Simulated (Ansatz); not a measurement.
Working through a rigid scan of one bond length of ClGe2H5O, SMILES [OH][GeH]([Cl])[GeH3]

Program: Ansatz's Python interface.

`clge2h5o.xyz`
```text
9

O    -0.06080    1.93530   -0.87470
Ge    0.72740    0.72560    0.07540
Cl    2.44490    0.03970   -1.01510
Ge   -0.67490   -1.10330    0.45070
H    -0.38310    1.50590   -1.73250
H     1.16610    1.34440    1.43620
H    -1.15820   -1.70680   -0.90500
H     0.02120   -2.18280    1.27720
H    -1.99390   -0.60420    1.27080
```

The cells in order, each with its output:

In [1]:
```python
import ansatz as az
import numpy as np

BASIS = "def2-SVP"
FUNCTIONAL = "r2SCAN"
```

In [2]:
```python
geometry = az.Crystal.molecule_from_extxyz("clge2h5o.xyz")
```

In [3]:
```python
symbols = [site.symbol for site in geometry.cartesian_sites]
start = np.array([site.position_ang for site in geometry.cartesian_sites])
axis = (start[4] - start[0]) / np.linalg.norm(start[4] - start[0])
moving = [4]
lengths, energies = [0.86, 0.93, 1.01, 1.11, 1.26, 1.52, 1.82, 2.23], []
for length in lengths:
    xyz = start.copy()
    xyz[moving] += (length - np.linalg.norm(start[4] - start[0])) * axis
    point = az.Crystal.molecule()
    for symbol, place in zip(symbols, xyz):
        point = point.atom(symbol, place.tolist())
    job = (
        point.calculation()
        .basis(gaussian=BASIS)
        .functional(FUNCTIONAL)
        .spin("collinear")
    )
    summary = job.run(threads=1, pin="off").report
    energies.append(summary["free_energy_ev"])
    print(f"r = {length:6.3f} A  E = {energies[-1]:.5f} eV  <S^2> = {abs(summary['mean_field']['state']['spin_squared']):.3f}")
```
```text
r =  0.860 A  E = -127667.10969 eV  <S^2> = 0.000
r =  0.930 A  E = -127667.45750 eV  <S^2> = 0.000
r =  1.010 A  E = -127667.45727 eV  <S^2> = 0.000
r =  1.110 A  E = -127667.12124 eV  <S^2> = 0.000
r =  1.260 A  E = -127666.31056 eV  <S^2> = 0.000
r =  1.520 A  E = -127664.78152 eV  <S^2> = 0.000
r =  1.820 A  E = -127663.49667 eV  <S^2> = 0.411
r =  2.230 A  E = -127662.83546 eV  <S^2> = 0.802
```

In [4]:
```python
print("energy above the lowest point (eV):", [round(e - min(energies), 3) for e in energies])
```
```text
energy above the lowest point (eV): [0.348, 0.0, 0.0, 0.336, 1.147, 2.676, 3.961, 4.622]
```

Notes:
- Total energies depend on the basis set; only differences at equal settings carry meaning.
- The rest of the molecule is held rigid at a force-field or estimated start geometry, and the basis set is modest; single-reference methods fail as a bond breaks.
- The expectation value of S² is noticeably off S(S+1) in at least one run, so that state is spin-contaminated.
- Wall time of the script: 4.1 min on 1 thread of Arm Neoverse V2, with other jobs on the host, peak memory 0.43 GiB.

(Lines on the test bed's own set-up are left out of the output.)
